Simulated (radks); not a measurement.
# Ca⁺ in [Ar] 4s1: an all-electron calculation

One table from this session's results is given with a row withheld; the runs are named, their logs left out.

The numbers are computed with radks (a radial shooting solver on a logarithmic mesh, Libxc functionals) version 1 (scalar-relativistic Kohn-Sham, RPBE, spin-unpolarised, spherical densities, point nucleus), except any that are marked as measured or tabulated.

## What is computed

- element: calcium (Z = 20)
- charge: +1
- electrons: 19
- configuration: [Ar] 4s1

Outer shells as boxes (Hund's rule):

Ca⁺
```
[Ar] core
4s [↑ ]
```

The first run:

The run's settings:

```text
Z 20
configuration [Ar] 4s1 3d0 4p0
relativity scalar-relativistic
functional rpbe,pbe
spin unpolarised
nucleus point
c 137.035999084
```

Command:

```console
$ python run_ks.py task.json out
```

The same process makes all the runs of this session.

Steps of the session up to this table: Self-consistent calculation.

One table of the session follows, with a row left open; its other results are not shown here.

It belongs to the step «Shells». Sizes of the orbitals, from the radial functions (bohr):

| level | <r> | outermost maximum (interpolated) | 90 % within | nodes |
| --- | --- | --- | --- | --- |
| 1s | 0.07682 | 0.0503 | 0.137 | 0 |
| 2s | ? | ? | ? | ? |
| 2p | 0.3276 | 0.247 | 0.540 | 0 |
| 3s | 1.154 | 0.994 | 1.73 | 2 |
| 3p | 1.266 | 1.05 | 1.95 | 1 |
| 4s | 3.638 | 3.17 | 5.37 | 3 |
| 3d | 1.968 | 1.25 | 3.47 | 0 |
| 4p | 4.496 | 3.85 | 6.67 | 2 |

**Question.** Estimate the row for 2s.

**Answer.** <r>: 0.3640; outermost maximum (interpolated): 0.300; 90 % within: 0.567; nodes: 1. In the column «<r>» it lies between 2p (0.3276) and 3s (1.154).

Limits of these values: Spin polarisation and multiplet splitting are left out.
